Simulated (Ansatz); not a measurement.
# Sn2Te: the cost of one run

Program: Ansatz 0.2.0. Level of theory: DFT PBE, scalar-relativistic, plane waves, PAW, unless a step names another level. These are calculated values, not measurements.

11 further runs of the same task are left out: 2 that didn't finish, 9 set aside as unsound or not needed. Runs told in other sessions of the task aren't counted.

## 1. The formula and the candidates

Pauling electronegativities: Sn 1.96, Te 2.10 (spread 0.14). No set of common oxidation states balances it. Tabulated atomic sizes suggest about 29 Å³/atom. 22 candidates were drawn, by swapping species into database cells of other compounds, at random by space group and Wyckoff sites, or by hand, as the table says:

```
name                                                made from  space group no.             Wyckoff sites  atoms (primitive cell)  V (Å³/atom)
 c01                                                   random              225              Sn 8c; Te 4b                       3         32.0
 c02                                     built by hand: Bi2Te              164  Sn 2d, 2c, 2d; Te 2d, 1a                       9         28.8
 c03                                   database cell of Ga2Pt              225              Sn 8c; Te 4a                       3         29.7
 c04                                                   random              166              Sn 6c; Te 3b                       3         34.9
 c05  built by hand: anti-CdI2, ordered simple-cubic stacking              164              Sn 2d; Te 1a                       3         28.8
 c06                                                   random              139              Sn 4e; Te 2b                       3         36.7
 c07                                     built by hand: Cu2Sb              129          Sn 2c, 2a; Te 2c                       6         28.8
 c08               built by hand: GaSe-like slab plus stanene              164          Sn 2d, 2c; Te 2d                       6         28.8
 c09                                                   random              187          Sn 1d, 1e; Te 1a                       3         37.1
 c10                                   database cell of In2Bi              187          Sn 1b, 1c; Te 1f                       3         32.2
 c11                                                   random              191              Sn 2e; Te 1b                       3         36.5
 c12                                   database cell of NbCr2              227             Sn 16c; Te 8b                       6         32.4
 c13                                                   random               65          Sn 2d, 2a; Te 2c                       3         35.0
 c14                                    database cell of Sc2C              164              Sn 2d; Te 1b                       3         33.1
 c15                                                   random              123              Sn 2h; Te 1c                       3         34.1
 c16                                   database cell of TaNi2              139              Sn 4e; Te 2a                       3         32.6
 c17                                   database cell of LaGa2              191              Sn 2d; Te 1a                       3         31.8
 c18                                   database cell of Ga2Os               70             Sn 16f; Te 8b                       6         24.8
 c19                                                   random              123              Sn 2g; Te 1b                       3         32.5
 c20                                built by hand: anti-PbCl2               62          Sn 4c, 4c; Te 4c                      12         28.8
 c21                                                   random              136              Sn 4f; Te 2b                       6         33.3
 c22                                                   random              191              Sn 2e; Te 1a                       3         31.6
```

## 2. Screening run of c02

The input, input.yaml:

```yaml
crystal:
  lattice:
    - [4.45, 0.0, 0.0]
    - [-2.225, 3.85381305, 0.0]
    - [0.0, 0.0, 15.11]
  atoms:
    - { symbol: Sn, position: [0.33333333, 0.66666667, 0.455] }
    - { symbol: Sn, position: [0.66666667, 0.33333333, 0.545] }
    - { symbol: Sn, position: [0.0, 0.0, 0.345] }
    - { symbol: Sn, position: [0.0, 0.0, 0.655] }
    - { symbol: Sn, position: [0.66666667, 0.33333333, 0.885] }
    - { symbol: Sn, position: [0.33333333, 0.66666667, 0.115] }
    - { symbol: Te, position: [0.33333333, 0.66666667, 0.79] }
    - { symbol: Te, position: [0.66666667, 0.33333333, 0.21] }
    - { symbol: Te, position: [0.0, 0.0, 0.0] }
basis:
  ecutwfc: 420
kpoints:
  mp_grid: { grid: [4, 4, 1] }
hamiltonian:
  xc: pbe
scf:
  occupations: { method: gaussian, width: 0.2 }
  lower_state_search: "off"
output:
  forces: true
  stress: true
  eigenvalues: true
relax:
  adjacent_minimum: "off"
  f_tol: 0.08
  max_steps: 16
  cell: { stress_tol: 0.8 }
```

On the command line:

```
$ ansatz run input.yaml --threads 1 --pin off --max-ram 2560MiB --backend cpu --events-out ev --progress --plain --runs-dir out
```

What time and memory should one allow on 1 thread of Intel Xeon 6975P-C (Granite Rapids), shared host?

About 18 s, with a peak of 0.6 GiB.
